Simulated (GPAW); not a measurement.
# YCuF5 (Immm) in GPAW: further runs, part 2 of 2

GPAW 26.7.0.

### Step 3. Band structure, LDA

Input file run.py:

```python
from ase import Atoms
from ase.dft.bandgap import bandgap
from ase.io import write
from ase.units import GPa
from gpaw import GPAW, PW

atoms = Atoms(['Y', 'Cu', 'F', 'F', 'F', 'F', 'F'],
              cell=[[-2.116147, 3.475502, 4.033275],
                    [2.116147, -3.475502, 4.033275],
                    [2.116147, 3.475502, -4.033275]],
              scaled_positions=[[0.5, 0.5, 0.0],
                                [0.0, 0.0, 0.0],
                                [0.5, 0.0, 0.5],
                                [0.774345, 0.774345, 0.0],
                                [0.225655, 0.225655, 0.0],
                                [0.18689, 0.5, 0.68689],
                                [0.81311, 0.5, 0.31311]],
              pbc=True)

calc = GPAW(mode=PW(800),
            xc='LDA',
            kpts={'size': (5, 5, 5), 'gamma': True},
            occupations={'name': 'fermi-dirac', 'width': 0.05},
            nbands=50,
            convergence={'density': 1e-05, 'energy': 1e-05},
            maxiter=150,
            txt='gpaw.txt')
atoms.calc = calc
energy = atoms.get_potential_energy()
forces = atoms.get_forces()
stress = atoms.get_stress()
calc.write('gs.gpw')
write('result.traj', atoms)
print(f'Energy: {energy:.6f} eV')
print('Forces (eV/A):')
print(forces.round(4))
print('Stress (GPa):', (stress / GPa).round(3))
print('Fermi level:', round(calc.get_fermi_level(), 4), 'eV')
print(f'Gap: {bandgap(calc)[0]:.4f} eV, direct: {bandgap(calc, direct=True)[0]:.4f} eV')

path = atoms.cell.bandpath('GXLTWRX1ZGYSW,L1Y,Y1Z', npoints=100, eps=1e-4)
bs_calc = calc.fixed_density(kpts=path, symmetry='off', nbands=75,
                             convergence={'bands': 'CBM+6.0', 'eigenstates': 1e-6}, txt='bands.txt')
bs = bs_calc.band_structure()
bs.write('bs.json')
print(f'Gap on the path: {bandgap(bs_calc)[0]:.4f} eV')
```

Potentials or basis: the program's PAW data sets (release 1.2.1) made for this functional, pw.

The run is started by

```console
$ OMP_NUM_THREADS=1 python run.py
```

gpaw.txt:

```text
__  _  _
 | _ |_)|_||  |
 |__||  | ||/\| - 26.7.0

Input parameters:
  mode=PW(ecut=800.0),
  convergence={'density': 1e-05, 'energy': 1e-05},
  kpts=MonkhorstPack(size=(5, 5, 5), gamma=True),
  maxiter=150,
  nbands=50,
  occupations=Occupations(name='fermi-dirac', width=0.05),
  xc=XC(name='LDA')

Diagonalizing LCAO Hamiltonian
Converting LCAO to pw mode

       F

         F
       Y

       F  F
             F
       Cu

Atoms  # Å, Bohr magnetons
|   | symbol |         x |         y |         z |    initial magnetic moments |
|---|--------|-----------|-----------|-----------|-----------------------------|
| 0 |      Y |  0.000000 |  0.000000 |  4.033275 | ( 0.0000,  0.0000,  0.0000) |
| 1 |     Cu |  0.000000 |  0.000000 |  0.000000 | ( 0.0000,  0.0000,  0.0000) |
| 2 |      F |  0.000000 |  3.475502 |  0.000000 | ( 0.0000,  0.0000,  0.0000) |
| 3 |      F |  0.000000 | -0.000000 |  6.246293 | ( 0.0000,  0.0000,  0.0000) |
| 4 |      F | -0.000000 | -0.000000 |  1.820257 | ( 0.0000,  0.0000,  0.0000) |
| 5 |      F |  2.116147 |  1.299073 | -0.000000 | ( 0.0000,  0.0000,  0.0000) |
| 6 |      F | -0.000000 |  2.176429 |  4.033275 | ( 0.0000,  0.0000,  0.0000) |

Unit cell  # Å
| periodic |         x |         y |         z |  lengths |     angles |
|----------|-----------|-----------|-----------|----------|------------|
|      yes | -2.116147 |  3.475502 |  4.033275 | 5.729267 | 136.648019 |
|      yes |  2.116147 | -3.475502 |  4.033275 | 5.729267 | 105.308633 |
|      yes |  2.116147 |  3.475502 | -4.033275 | 5.729267 |  90.506006 |

Number of symmetries: 8
Symmetry operations  # r_c * U_cc + t_c -> r_c
|   | kind |            matrix            |
|---|------|------------------------------|
| 0 |  σ   |  1, 1, 1,  0, 0,-1,  0,-1, 0 |
| 1 |  E   |  1, 0, 0,  0, 1, 0,  0, 0, 1 |
| 2 |  C2  |  0, 1, 0,  1, 0, 0, -1,-1,-1 |
| 3 |  C2  |  0, 0, 1, -1,-1,-1,  1, 0, 0 |
| 4 |  σ   |  0, 0,-1,  1, 1, 1, -1, 0, 0 |
| 5 |  σ   |  0,-1, 0, -1, 0, 0,  1, 1, 1 |
| 6 |  i   | -1, 0, 0,  0,-1, 0,  0, 0,-1 |
| 7 |  C2  | -1,-1,-1,  0, 0, 1,  0, 1, 0 |

BZ-sampling:
  Number of BZ points: 125
  Number of IBZ points: 27

  Monkhorst-Pack size: [5, 5, 5]
  Monkhorst-Pack shift: [0, 0, 0]

K-points  # in reciprocal-cell coordinates
|     |                                coordinates |     weight |
|-----|--------------------------------------------|------------|
|   0 | (  0.00000000,   0.00000000,   0.00000000) | 0.00800000 |
|   1 | (  0.20000000,  -0.20000000,  -0.20000000) | 0.01600000 |
|   2 | (  0.20000000,  -0.20000000,   0.00000000) | 0.03200000 |
|   3 | (  0.20000000,  -0.20000000,   0.20000000) | 0.01600000 |
|   4 | (  0.20000000,   0.00000000,  -0.20000000) | 0.03200000 |
|   5 | (  0.20000000,   0.00000000,   0.00000000) | 0.03200000 |
|   6 | (  0.20000000,   0.20000000,  -0.20000000) | 0.01600000 |
|   7 | (  0.40000000,  -0.40000000,  -0.40000000) | 0.01600000 |
|   8 | (  0.40000000,  -0.40000000,  -0.20000000) | 0.03200000 |
|   9 | (  0.40000000,  -0.40000000,   0.00000000) | 0.03200000 |
| ... |                                            |            |
|  26 | (  0.40000000,   0.40000000,   0.40000000) | 0.06400000 |

Plane wave coefficients: 6122
Cutoff: 800.0 eV

Spin-components: 1 (collinear spins)
Bands:           50
Projectors:      37
Spin-degeneracy: 2
Datatype:        complex128

Parallelization:
  kpt:    1
  domain: 1
  band:   1

Density:
  Valence electrons: 57.0
  Components: 1
  Grid points: [40 40 40]
  Charge: 0.0  # |e|

Potential:
  Grid points: [40 40 40]

species:
  Y:
    name:    Yttrium
    Z:       39.0
    valence: 11
    core:    28
    charge:  0.0  # [|e|]
    compensation charges:
      type: gauss
      rc: 0.40  # [Å]
      lmax: 2
    cutoffs:
      filter: 2.39  # [Å]
      core: 1.70  # [Å]
    projectors
    | kind |    occ | energy [eV] | rcut [Å] |
    |------|--------|-------------|----------|
    |   4s |  2.000 |     -47.976 |    1.328 |
    |   5s |  2.000 |      -4.228 |    1.328 |
    |   4p |  6.000 |     -27.951 |    1.318 |
    |   5p |  0.000 |      -1.496 |    1.318 |
    |   4d |  1.000 |      -2.645 |    1.286 |
    |    d |        |      24.567 |    1.286 |

    Using partial waves for Y as LCAO basis

  Cu:
    name:    Copper
    Z:       29.0
    valence: 11
    core:    18
    charge:  0.0  # [|e|]
    compensation charges:
      type: gauss
      rc: 0.33  # [Å]
      lmax: 2
    cutoffs:
      filter: 2.06  # [Å]
      core: 2.43  # [Å]
    projectors
    | kind |    occ | energy [eV] | rcut [Å] |
    |------|--------|-------------|----------|
    |   4s |  1.000 |      -4.857 |    1.164 |
    |   4p |  0.000 |      -0.783 |    1.164 |
    |   3d | 10.000 |      -5.324 |    1.058 |
    |    s |        |      22.354 |    1.164 |
    |    p |        |      26.429 |    1.164 |
    |    d |        |      21.887 |    1.058 |

    Using partial waves for Cu as LCAO basis

  F:
    name:    Fluorine
    Z:       9.0
    valence: 7
    core:    2
    charge:  0.0  # [|e|]
    compensation charges:
      type: gauss
      rc: 0.20  # [Å]
      lmax: 2
    cutoffs:
      filter: 1.14  # [Å]
      core: 0.74  # [Å]
    projectors
    | kind |    occ | energy [eV] | rcut [Å] |
    |------|--------|-------------|----------|
    |   2s |  2.000 |     -29.647 |    0.635 |
    |   2p |  5.000 |     -11.293 |    0.635 |
    |    s |        |      -2.435 |    0.635 |
    |    p |        |      15.918 |    0.635 |
    |    d |        |       0.000 |    0.635 |

    Using partial waves for F as LCAO basis

Reference energy: -150433.777431  # eV

eigensolver:
  PPCG
  Converge bands: occupied
  niter=2

density mixing:
  MSR1-Mixer
  Pratt-step length: 0.05
  Maximum mixing coefficient: 0.75
  Old densities: 10
  SVD Regularization: 0.005
  Good broyden scale: 1.0
  Trust region scale: 1.0
  Backstep threshold: 4.0
  History deletion threshold: 6.0
  Fourier metric: weight=20.0, sigma=0.015

occupation numbers:
  Fermi-Dirac:
    width: 0.0500  # eV

poisson solver:
  ecut: 6400.0  # eV

xc functional:
  name: None

convergence criteria:
- Maximum integral of absolute [dens]ity change: 1e-05 electrons / valence electron
- Maximum [total energy] change in last 3 cyles: 1e-05 eV / valence electron
- Maximum integral of absolute [eigenst]ate change: 4e-08 eV^2 / valence electron
maximum number of iterations: 150

SCF iterations
|iter     | |      energy | eigst |  dens |
|---------|-|-------------|-------|-------|
|iter:   1| |  -46.986882 | +0.07 |       |
|iter:   2| |  -44.931445 | -1.35 | -1.02 |
|iter:   3| |  -40.913255 | -0.50 | -1.07 |
|iter:   4| |  -40.727990 | -2.01 | -1.48 |
|iter:   5| |  -40.686220 | -2.39 | -1.69 |
|iter:   6| |  -40.671878 | -3.06 | -2.19 |
|iter:   7| |  -40.671800 | -4.40 | -2.78 |
|iter:   8| |  -40.671717c| -5.06 | -3.11 |
|iter:   9| |  -40.671716c| -6.16 | -3.56 |
|iter:  10| |  -40.671673c| -6.93 | -3.98 |
|iter:  11| |  -40.671681c| -8.16c| -4.47 |
|iter:  12| |  -40.671681c| -8.29c| -4.91 |
|iter:  13| |  -40.671681c| -8.76c| -5.57c|

Converged in 13 steps
Energy contributions relative to reference atoms: (reference = -150433.777431)

Energy contributions:
  Kinetic:          17.277549
  Coulomb:         -25.029932
  Zero:              0.030394
  External:          0.000000
  Xc:              -32.929443
  Entropy:          -0.040500
  Spinorbit:         0.000000
  ----------------------------
  Free energy:     -40.691931
  Extrapolated:    -40.671681

dipole moment: (-31.392387, -30.863439, 18.352546)  # |e|*Ang

Fermi level: -0.800
Eigenvalues  # (at kpt = [0.000, 0.000, 0.000])
| band index |      eig [eV] | occ [0-2] |
|------------|---------------|-----------|
|          0 |       -40.273 |     2.000 |
|        ... |               |           |
|         21 |        -2.325 |     2.000 |
|         22 |        -2.127 |     2.000 |
|         23 |        -1.822 |     2.000 |
|         24 |        -1.533 |     2.000 |
|         25 |        -1.375 |     2.000 |
|         26 |        -1.311 |     2.000 |
[... 8 lines left out ...]
|         35 |         9.133 |     0.000 |
|         36 |         9.394 |     0.000 |
|        ... |               |           |
|         49 |        17.495 |     0.000 |

No gap
No difference between direct/indirect transitions

Forces  # eV/Ang
|        x |        y |        z |
|----------|----------|----------|
|  0.00000 |  0.00000 |  0.00000 |  # Y    0
|  0.00000 |  0.00000 | -0.00000 |  # Cu   1
|  0.00000 |  0.00000 | -0.00000 |  # F    2
|  0.00000 |  0.00000 |  0.08477 |  # F    3
|  0.00000 |  0.00000 | -0.08477 |  # F    4
| -0.00000 |  0.17657 |  0.00000 |  # F    5
|  0.00000 | -0.17657 | -0.00000 |  # F    6

Stress tensor  # eV/Ang^3
|         x |         y |         z |
|-----------|-----------|-----------|
|  0.053437 | -0.000000 | -0.000000 |
| -0.000000 |  0.045232 |  0.000000 |
| -0.000000 |  0.000000 |  0.056458 |

# Writing to gs.gpw (mode='')
```

It took 10 min on 1 thread of Intel Xeon Platinum 8488C (Sapphire Rapids), shared host; peak memory 1.4 GiB.

What came out:

```
Free energy             : -40.6919 eV
Pressure                : -8.3 GPa
Largest force           : 0.177 eV/Å
Band gap along the path : none (metal or under the smearing width)
```

Forces on the atoms (eV/Å):
```
Y    0.000  0.000  0.000
Cu   0.000  0.000  0.000
F    0.000  0.000  0.000
F    0.000  0.000  0.085
F    0.000  0.000 -0.085
F    0.000  0.177  0.000
F    0.000 -0.177  0.000
```

Stress tensor (GPa, compression positive):
```
-8.56  0.00  0.00
 0.00 -7.25  0.00
 0.00  0.00 -9.05
```

Levels at the corners of the path, in eV from the Fermi level:
```tsv
point	band 25	band 26	band 27	band 28	band 29	band 30
Γ	-0.73	-0.57	-0.51	-0.36	-0.16	4.44
X	-0.76	-0.52	-0.44	-0.39	0.03	6.47
L	-0.75	-0.52	-0.44	-0.42	0.03	6.47
T	-0.75	-0.63	-0.53	-0.45	0.07	6.62
W	-0.75	-0.63	-0.53	-0.48	0.25	7.10
R	-0.78	-0.53	-0.50	-0.42	0.27	6.95
X1	-0.76	-0.52	-0.44	-0.39	0.03	6.47
Z	-0.74	-0.57	-0.41	-0.34	-0.16	5.60
Γ	-0.73	-0.57	-0.51	-0.36	-0.16	4.44
Y	-0.74	-0.57	-0.42	-0.30	-0.15	5.62
S	-0.67	-0.51	-0.48	-0.10	-0.05	5.85
W	-0.75	-0.63	-0.53	-0.48	0.25	7.10
L1	-0.75	-0.52	-0.44	-0.42	0.03	6.47
Y	-0.74	-0.57	-0.42	-0.30	-0.15	5.62
Y1	-0.74	-0.57	-0.42	-0.30	-0.15	5.62
Z	-0.74	-0.57	-0.41	-0.34	-0.16	5.60
```

Caveat: with this Cu data set, volumes or pressures lay over 1.5 % or 2 GPa off other programs in two to four cells of ten; an odd number of electrons without spin polarisation forces a metal; a magnetic or distorted state may lie lower; the run has no spin polarisation, though such a crystal can be magnetic; semilocal functionals often make such compounds metallic where correlation or magnetic order opens a gap, which also shifts bond lengths.

### Step 4. For comparison

An earlier run on the cell as given: functional PBEsol; potentials or basis PAW data sets generated in the run's folder for this functional; cutoff 800 eV; basis pw; k mesh 7 × 7 × 7; occupations fermi-dirac, width 0.05 eV; no spin polarisation.

- Pressure: -4.6 GPa
- Largest force: 0.180 eV/Å
- Band gap on the k mesh: none (metal or under the smearing width)

### Step 5. The runs side by side

| task | level | potentials or basis | k mesh | band path | band points | pressure (GPa) | largest force (eV/Å) |
| --- | --- | --- | --- | --- | --- | --- | --- |
| band structure | PBEsol | PAW data sets generated in the run's folder for this functional, pw | 5 × 5 × 5 | GXLTWRX1ZGYSW,L1Y,Y1Z | 100 | -4.6 | 0.18 |
| band structure | LDA | the program's PAW data sets (release 1.2.1) made for this functional, pw | 5 × 5 × 5 | GXLTWRX1ZGYSW,L1Y,Y1Z | 100 | -8.3 | 0.18 |
| single point | PBEsol | PAW data sets generated in the run's folder for this functional, pw | 7 × 7 × 7 | - | - | -4.6 | 0.18 |

Alike in all rows: no spin polarisation; cell as given; cutoff (eV) 800; smearing fermi-dirac 0.05 eV.

Caveats: with this Cu data set, volumes or pressures lay over 1.5 % or 2 GPa off other programs in two to four cells of ten; an odd number of electrons without spin polarisation forces a metal; a magnetic or distorted state may lie lower; the run has no spin polarisation, though such a crystal can be magnetic; semilocal functionals often make such compounds metallic where correlation or magnetic order opens a gap, which also shifts bond lengths.

Absolute energies hang on the potentials; compare differences alone.
